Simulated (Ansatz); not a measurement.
# HfO2: the cost of one run

Computed with Ansatz 0.2.0 (DFT PBE, scalar-relativistic, plane waves, PAW, unless a step's input says otherwise).

### 1 The system as given

The structure is tetragonal, space group P4_2/nmc (No. 137). Conventional cell: a = 3.558 Å, b = 3.558 Å, c = 5.172 Å, α = 90.00°, β = 90.00°, γ = 90.00°. Around Hf (site symmetry -4m2) lie 4 O at 2.05 Å. Around O (site symmetry 2mm) lie 2 Hf at 2.05 Å.

As a file:

```
CELL_PARAMETERS angstrom
3.55802 -3.55802 -5.17186
3.55802 -3.55802 5.17186
-7.11604 -7.11604 0.00000
ATOMIC_POSITIONS crystal
Hf 0.75000 0.25000 0.75000
Hf 0.25000 0.75000 0.75000
Hf 0.50000 0.00000 0.50000
Hf 0.00000 0.50000 0.50000
Hf 0.25000 0.75000 0.25000
Hf 0.75000 0.25000 0.25000
Hf 0.00000 0.50000 0.00000
Hf 0.50000 0.00000 0.00000
Hf 0.00000 0.00000 0.00000
Hf 0.50000 0.50000 0.00000
Hf 0.75000 0.75000 0.75000
Hf 0.25000 0.25000 0.75000
Hf 0.50000 0.50000 0.50000
Hf 0.00000 0.00000 0.50000
Hf 0.25000 0.25000 0.25000
Hf 0.75000 0.75000 0.25000
O 0.52640 0.22360 0.87500
O 0.02640 0.72360 0.87500
O 0.27640 0.97360 0.62500
O 0.77640 0.47360 0.62500
O 0.02640 0.72360 0.37500
O 0.52640 0.22360 0.37500
O 0.77640 0.47360 0.12500
O 0.27640 0.97360 0.12500
O 0.72360 0.52640 0.87500
O 0.22360 0.02640 0.87500
O 0.47360 0.27640 0.62500
O 0.97360 0.77640 0.62500
O 0.22360 0.02640 0.37500
O 0.72360 0.52640 0.37500
O 0.97360 0.77640 0.12500
O 0.47360 0.27640 0.12500
O 0.97360 0.27640 0.87500
O 0.47360 0.77640 0.87500
O 0.72360 0.02640 0.62500
O 0.22360 0.52640 0.62500
O 0.47360 0.77640 0.37500
O 0.97360 0.27640 0.37500
O 0.22360 0.52640 0.12500
O 0.72360 0.02640 0.12500
O 0.77640 0.97360 0.87500
O 0.27640 0.47360 0.87500
O 0.52640 0.72360 0.62500
O 0.02640 0.22360 0.62500
O 0.27640 0.47360 0.37500
O 0.77640 0.97360 0.37500
O 0.02640 0.22360 0.12500
O 0.52640 0.72360 0.12500
```

The runs take a perfect supercell of 48 atoms; the defect goes to fractional position (0.526, 0.224, 0.875).

### 2 The perfect supercell

Contents of input.yaml:

```yaml
crystal:
  lattice:
    - [3.558019, -3.558019, -5.171861]
    - [3.558019, -3.558019, 5.171861]
    - [-7.116039, -7.116039, 0.0]
  atoms:
    - { symbol: Hf, position: [0.75, 0.25, 0.75] }
    - { symbol: Hf, position: [0.25, 0.75, 0.75] }
    - { symbol: Hf, position: [0.5, 0.0, 0.5] }
    - { symbol: Hf, position: [0.0, 0.5, 0.5] }
    - { symbol: Hf, position: [0.25, 0.75, 0.25] }
    - { symbol: Hf, position: [0.75, 0.25, 0.25] }
    - { symbol: Hf, position: [0.0, 0.5, 0.0] }
    - { symbol: Hf, position: [0.5, 0.0, 0.0] }
    - { symbol: Hf, position: [0.0, 0.0, 0.0] }
    - { symbol: Hf, position: [0.5, 0.5, 0.0] }
    - { symbol: Hf, position: [0.75, 0.75, 0.75] }
    - { symbol: Hf, position: [0.25, 0.25, 0.75] }
    - { symbol: Hf, position: [0.5, 0.5, 0.5] }
    - { symbol: Hf, position: [0.0, 0.0, 0.5] }
    - { symbol: Hf, position: [0.25, 0.25, 0.25] }
    - { symbol: Hf, position: [0.75, 0.75, 0.25] }
    - { symbol: O, position: [0.526396, 0.223604, 0.875] }
    - { symbol: O, position: [0.026396, 0.723604, 0.875] }
    - { symbol: O, position: [0.276396, 0.973604, 0.625] }
    - { symbol: O, position: [0.776396, 0.473604, 0.625] }
    - { symbol: O, position: [0.026396, 0.723604, 0.375] }
    - { symbol: O, position: [0.526396, 0.223604, 0.375] }
    - { symbol: O, position: [0.776396, 0.473604, 0.125] }
    - { symbol: O, position: [0.276396, 0.973604, 0.125] }
    - { symbol: O, position: [0.723604, 0.526396, 0.875] }
    - { symbol: O, position: [0.223604, 0.026396, 0.875] }
    - { symbol: O, position: [0.473604, 0.276396, 0.625] }
    - { symbol: O, position: [0.973604, 0.776396, 0.625] }
    - { symbol: O, position: [0.223604, 0.026396, 0.375] }
    - { symbol: O, position: [0.723604, 0.526396, 0.375] }
    - { symbol: O, position: [0.973604, 0.776396, 0.125] }
    - { symbol: O, position: [0.473604, 0.276396, 0.125] }
    - { symbol: O, position: [0.973604, 0.276396, 0.875] }
    - { symbol: O, position: [0.473604, 0.776396, 0.875] }
    - { symbol: O, position: [0.723604, 0.026396, 0.625] }
    - { symbol: O, position: [0.223604, 0.526396, 0.625] }
    - { symbol: O, position: [0.473604, 0.776396, 0.375] }
    - { symbol: O, position: [0.973604, 0.276396, 0.375] }
    - { symbol: O, position: [0.223604, 0.526396, 0.125] }
    - { symbol: O, position: [0.723604, 0.026396, 0.125] }
    - { symbol: O, position: [0.776396, 0.973604, 0.875] }
    - { symbol: O, position: [0.276396, 0.473604, 0.875] }
    - { symbol: O, position: [0.526396, 0.723604, 0.625] }
    - { symbol: O, position: [0.026396, 0.223604, 0.625] }
    - { symbol: O, position: [0.276396, 0.473604, 0.375] }
    - { symbol: O, position: [0.776396, 0.973604, 0.375] }
    - { symbol: O, position: [0.026396, 0.223604, 0.125] }
    - { symbol: O, position: [0.526396, 0.723604, 0.125] }
basis:
  ecutwfc: 420
  fft_grid_basis: typed
kpoints:
  mp_grid: { grid: [2, 2, 1] }
hamiltonian:
  xc: pbe
  pseudopotentials: { kind: paw }
scf:
  occupations: { method: gaussian, width: 0.05 }
output:
  forces: true
  stress: false
  eigenvalues: true
  bader: false
  write_density: true
  volumetric_format: npy
```

Launch:

```sh
$ ansatz run input.yaml --threads 4 --pin off --max-ram 10240MiB --backend cpu --events-out ev --progress --plain --runs-dir out
```

Q: Estimate wall time and peak memory on 4 threads of Intel Xeon Platinum 8259CL at 2.50GHz (Skylake/Cascade Lake), shared host.

About 12 s, with a peak of 2.6 GiB.
